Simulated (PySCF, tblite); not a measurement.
**C₆H₁₁OSi radical: geometry, infrared bands and EPR parameters**

What infrared bands and EPR parameters should C₆H₁₁OSi radical (`C=C(O[SiH3])[C]1CCC1`) show?

The runs use tblite 0.8.0 and PySCF 2.14.0, with density-fitted response routines of our own; the level of theory stands in each step. All values are computed, except where a source is named. Atoms count from 0, in the outputs and in this text.

## 1. The molecule as given

19 atoms, charge 0, multiplicity 2; geometry from: force field or distance geometry start.

Bonds of the start (Å): C0–C1 1.34, C1–O2 1.40, O2–Si3 1.72, C1–C4 1.45, C4–C5 1.49, C5–C6 1.49, C6–C7 1.52, C7–C4 1.51, C0–H8 1.09, C0–H9 1.09, Si3–H10 1.48, Si3–H11 1.47, Si3–H12 1.47, C5–H13 1.11, C5–H14 1.12, C6–H15 1.13, C6–H16 1.11, C7–H17 1.10, C7–H18 1.12.

## 2. Optimising the geometry with GFN2-xTB

The job: settings as JSON, then the geometry in Å.

```
{"job": {"kind": "relax", "xc": "GFN2-xTB", "basis": "xTB"}, "charge": 0, "multiplicity": 2}
C      1.042800     1.389600     0.630800
C      0.581300     0.492700    -0.251000
O      1.466100    -0.551100    -0.550100
Si     3.053100    -0.596400     0.118000
C     -0.753100     0.599700    -0.817300
C     -1.556700    -0.635300    -1.057900
C     -2.372600    -0.307100     0.147000
C     -1.814200     1.101700     0.126900
H      0.402800     2.223300     0.916500
H      2.036700     1.304600     1.073900
H      3.726200    -1.887200    -0.139600
H      3.923300     0.414200    -0.509700
H      3.074500    -0.378900     1.570800
H     -1.004800    -1.601300    -1.050000
H     -2.180600    -0.540300    -1.983200
H     -3.469000    -0.341900    -0.104600
H     -2.181200    -0.876900     1.080200
H     -1.480700     1.378100     1.137100
H     -2.503800     1.852100    -0.345400
```

Started as:

```
$ OMP_NUM_THREADS=1 python probes_run.py task.json out
```

This one command runs all jobs of the session in turn.

**Question.** This job is followed by: GFN2-xTB harmonic vibrations, gas phase; UKS B3LYP, pcH-1 on C H O Si, non-relativistic, mean-field spin-orbit, GIAO. What will the session give for the following? strongest single infrared mode (GFN2-xTB); zero-point energy (GFN2-xTB); g(iso) (B3LYP); ⟨S²⟩; largest a(iso) (averaged by class); surface potential, 1st and 99th percentile.

As calculated:

| quantity | value |
| --- | --- |
| strongest single infrared mode (GFN2-xTB) | 2217 cm⁻¹, 423 km/mol |
| zero-point energy (GFN2-xTB) | 91.7 kcal/mol |
| g(iso) (B3LYP) | 2.00259 |
| ⟨S²⟩ | 0.774 (exact 0.75) |
| largest a(iso) (averaged by class) | 1H on H13, H14, H17, H18, 75.8 MHz |
| surface potential, 1st and 99th percentile | -0.94 V and 1.10 V |

In words: Relaxing lowered the energy by 1.328 eV in 123 steps; the close pair that moved most is O2–Si3, from 1.722 to 1.619 Å. All 51 modes are real, so the xTB geometry is a minimum. The strongest single mode, at 2217 cm⁻¹, moves mainly H11 and H12. GFN2-xTB is a fitted tight-binding method: band positions and strengths are rough. Its intensities can rank the bands wrongly. The largest spin populations lie on C4 (0.66 e), C0 (0.59 e). The isotropic g lies 0.3 ppt above the free-electron value.
